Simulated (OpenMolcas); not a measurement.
# HBr (hydrogen bromide) at HF/ANO-RCC-VDZ (DKH1)

What is the energy change on altering one bond length of HBr (hydrogen bromide) at HF/ANO-RCC-VDZ (DKH1)? 

The results are computed with OpenMolcas 26.06.

### Step 1. The molecule

HBr has 2 atoms, charge 0, and is taken as a singlet. SMILES: `Br`. The shape is that of a GFN2-xTB optimisation.

Bond lengths: Br1–H2 1.401 Å.

### Step 2. Energy and gradient at HF/ANO-RCC-VDZ (DKH1)

Contents of job.inp:

```
&GATEWAY
Coord
2
angstrom
Br      -0.594900       0.214950      -0.300840
H        0.594900      -0.214950       0.300840
Basis=ANO-RCC-VDZ
Group=NoSym
&SEWARD
Relativistic=R01O00
Expert
&SCF
PrOrbitals=1 1
&ALASKA
```

Launch:

```sh
$ export MOLCAS_MEM=1860
$ pymolcas job.inp > job.log
```

What it wrote (excerpt; [...] marks lines left out):

```text
--- Start Module: gateway ---
[...]
--- Stop Module: gateway /rc=_RC_ALL_IS_WELL_ ---
[...]
 ###    WARNING:  EXPERT option is ON!                                       ###
 ###############################################################################
               SEWARD will generate:
[...]
      Basis functions           24
[...]
--- Start Module: scf ---
[...]
       Convergence after   8 Iterations
[...]
::    Total SCF energy                              -2612.2246587613
[...]
      Total spin, S                                     0.0000000000
[...]
      Total electronic charge=   36.000000
      Total            charge=   -0.000000
[...]
      Dipole Moment (debye):
      Origin of the operator (angstrom)=   -0.5799    0.2095   -0.2933
                   X=  1.2666E+00               Y= -4.5763E-01               Z=  6.4050E-01           Total=  1.4913E+00
      Quadrupole Moment (debye*angstrom):
[...]
--- Stop Module: scf /rc=_RC_ALL_IS_WELL_ ---
--- Start Module: alaska ---
[...]
 *              Molecular gradients               *
 **************************************************
  Irreducible representation: a
 ------------------------------------------------------------------------------------------
                              X                       Y                       Z
 ------------------------------------------------------------------------------------------
  BR1               1.57978550360669E-02   -5.70810042036296E-03    7.98895059536830E-03
  H2               -1.57978550360669E-02    5.70810042036340E-03   -7.98895059536830E-03
 ------------------------------------------------------------------------------------------
--- Stop Module: alaska /rc=_RC_ALL_IS_WELL_ ---
[...]
```

Run time: 3.6 s. Hardware: 1 thread of Intel Xeon Platinum 8488C (Sapphire Rapids), shared host; peak memory 0.41 GiB.

### Step 3. The distorted shape

Contents of job.inp:

```
>>> EXPORT MOLCAS_PRINT=2

&GATEWAY
  Coord
  2
  angstrom
  Br      -1.784739       0.644864      -0.902540
  H        0.594900      -0.214950       0.300840
  Basis
  ANO-RCC-VDZ
  Group
  NoSym

&SEWARD
  Relativistic
  R01O00
  Expert

&SCF
  PrOrbitals
  1 1

&ALASKA
```

Launch:

```sh
$ export MOLCAS_MEM=1860
$ pymolcas job.inp > job.log
```

What it wrote (excerpt; [...] marks lines left out):

```text
--- Start Module: gateway ---
[...]
--- Stop Module: gateway /rc=_RC_ALL_IS_WELL_ ---
[...]
 ###    WARNING:  EXPERT option is ON!                                       ###
 ###############################################################################
               SEWARD will generate:
[...]
      Basis functions           24
[...]
--- Start Module: scf ---
[...]
       Convergence after   9 Iterations
[...]
::    Total SCF energy                              -2612.0524645250
[...]
      Total spin, S                                     0.0000000000
[...]
      Total electronic charge=   36.000000
      Total            charge=   -0.000000
[...]
      Dipole Moment (debye):
      Origin of the operator (angstrom)=   -1.7547    0.6340   -0.8874
                   X=  1.8232E+00               Y= -6.5878E-01               Z=  9.2201E-01           Total=  2.1467E+00
      Quadrupole Moment (debye*angstrom):
[...]
--- Stop Module: scf /rc=_RC_ALL_IS_WELL_ ---
--- Start Module: alaska ---
[...]
 *              Molecular gradients               *
 **************************************************
  Irreducible representation: a
 ------------------------------------------------------------------------------------------
                              X                       Y                       Z
 ------------------------------------------------------------------------------------------
  BR1              -4.50537655228134E-02    1.62788802625862E-02   -2.27836240516712E-02
  H2                4.50537655228134E-02   -1.62788802625862E-02    2.27836240516712E-02
 ------------------------------------------------------------------------------------------
--- Stop Module: alaska /rc=_RC_ALL_IS_WELL_ ---
[...]
```

Run time: 3.6 s. Hardware: 1 thread of Intel Xeon Platinum 8488C (Sapphire Rapids), shared host; peak memory 0.41 GiB.

### Step 4. What came out

Level: HF/ANO-RCC-VDZ (DKH1).

| quantity | value |
| --- | --- |
| first shape: total energy | -2612.22466 Eh |
| first shape: dipole moment | 1.49 D |
| first shape: HOMO energy | -11.90 eV |
| first shape: LUMO energy | 1.93 eV |
| first shape: HOMO–LUMO gap | 13.82 eV |
| first shape: largest force on an atom | 0.956 eV/Å |
| distorted shape: total energy | -2612.05246 Eh |
| distorted shape: dipole moment | 2.15 D |
| distorted shape: HOMO energy | -10.88 eV |
| distorted shape: LUMO energy | -3.55 eV |
| distorted shape: HOMO–LUMO gap | 7.33 eV |
| distorted shape: largest force on an atom | 2.728 eV/Å |
| energy change with the Br1–H2 bond stretched from 1.401 to 2.802 Å | 4.686 eV |

One bond (distorted shape) is far stretched, which a spin-restricted single reference describes badly; a broken-symmetry solution may lie lower. With the Br1–H2 bond stretched from 1.401 to 2.802 Å the energy rises by 4.69 eV (452 kJ/mol). The first shape isn't relaxed at this level, so the change isn't measured from a minimum. A restricted reference can't describe the breaking bond well at this length. The largest force (first shape) is 0.96 eV/Å: the shape isn't a stationary point for this species at this level.
